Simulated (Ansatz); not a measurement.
This session for a comparison of dispersion corrections of CH9BGeSi, SMILES C[SiH2][BH][GeH3] with the Ansatz DFT code, driven from Python holds a mistake.

Input file `ch9bgesi.xyz`:
```text
13

C    -1.11660    1.48170   -0.36930
Si   -0.22460    0.82840    1.07050
B     1.16150   -0.32570    0.41350
Ge    0.81190   -1.93330   -0.69300
H    -0.47230    2.09700   -1.04690
H    -1.97080    2.20960   -0.01320
H    -1.58510    0.69770   -0.96050
H    -1.09680    0.07350    1.91590
H     0.36790    1.95030    1.89130
H     2.32320   -0.08260    0.70720
H     1.41000   -1.81960   -2.05430
H    -0.77990   -2.01530   -0.85730
H     1.19220   -3.19640    0.01090
```

The cells in order, each with its output:

```python
import warnings

import ansatz as az
```

```python
warnings.simplefilter('ignore', az.DeckWarning)
```

```python
mol = az.Crystal.molecule_from_extxyz('ch9bgesi.xyz')

base = mol.calculation().basis(gaussian='def2-SVP')
for name in ['revpbe', 'r2scan']:
    for correction in ('d3bj', 'd4'):
        rep = base.functional(name, dispersion=correction).run(threads=1).report
        print(f'{name:8s} {correction:5s} total {rep["total_energy"]:.5f} eV, of which dispersion {1000 * rep["dispersion"]["energy"]["ev"]:.2f} meV')
```

    Traceback (most recent call last):
      File "<cell 3>", line 7, in <module>
        print(f'{name:8s} {correction:5s} total {rep["total_energy"]:.5f} eV, of which dispersion {1000 * rep["dispersion"]["energy"]["ev"]:.2f} meV')
                                                 ~~~^^^^^^^^^^^^^^^^
    KeyError: 'total_energy'

Find the fault and give the corrected session.

The fault: the report has no such key (the free energy stands under free_energy_ev). The correction:

```diff
--- before
+++ after
@@
         rep = base.functional(name, dispersion=correction).run(threads=1).report
-        print(f'{name:8s} {correction:5s} total {rep["total_energy"]:.5f} eV, of which dispersion {1000 * rep["dispersion"]["energy"]["ev"]:.2f} meV')
+        print(f'{name:8s} {correction:5s} total {rep["free_energy_ev"]:.5f} eV, of which dispersion {1000 * rep["dispersion"]["energy"]["ev"]:.2f} meV')
```

Run as a notebook:

(earlier cells as before)

```python
mol = az.Crystal.molecule_from_extxyz('ch9bgesi.xyz')

base = mol.calculation().basis(gaussian='def2-SVP')
for name in ['revpbe', 'r2scan']:
    for correction in ('d3bj', 'd4'):
        rep = base.functional(name, dispersion=correction).run(threads=1).report
        print(f'{name:8s} {correction:5s} total {rep["free_energy_ev"]:.5f} eV, of which dispersion {1000 * rep["dispersion"]["energy"]["ev"]:.2f} meV')
```

    revpbe   d3bj  total -66237.39072 eV, of which dispersion -676.13 meV
    revpbe   d4    total -66237.49051 eV, of which dispersion -775.92 meV
    r2scan   d3bj  total -66241.32864 eV, of which dispersion -83.45 meV
    r2scan   d4    total -66241.31448 eV, of which dispersion -69.30 meV

Total energies depend on the basis set; only differences at equal settings carry meaning. The geometry is a force-field or estimated start, not a minimum of this method, and the basis set is short of its limit. D4 holds the three-body term, and d3bj doesn't. A dispersion term here runs with damping parameters fitted for another variant or functional. The script silences the warnings on its input, which a real study should read. Run time: 22 s on 1 thread of Arm Neoverse V2, with other jobs on the host, peak memory 0.25 GiB.

(Lines on the test bed's own set-up are left out of the output.)
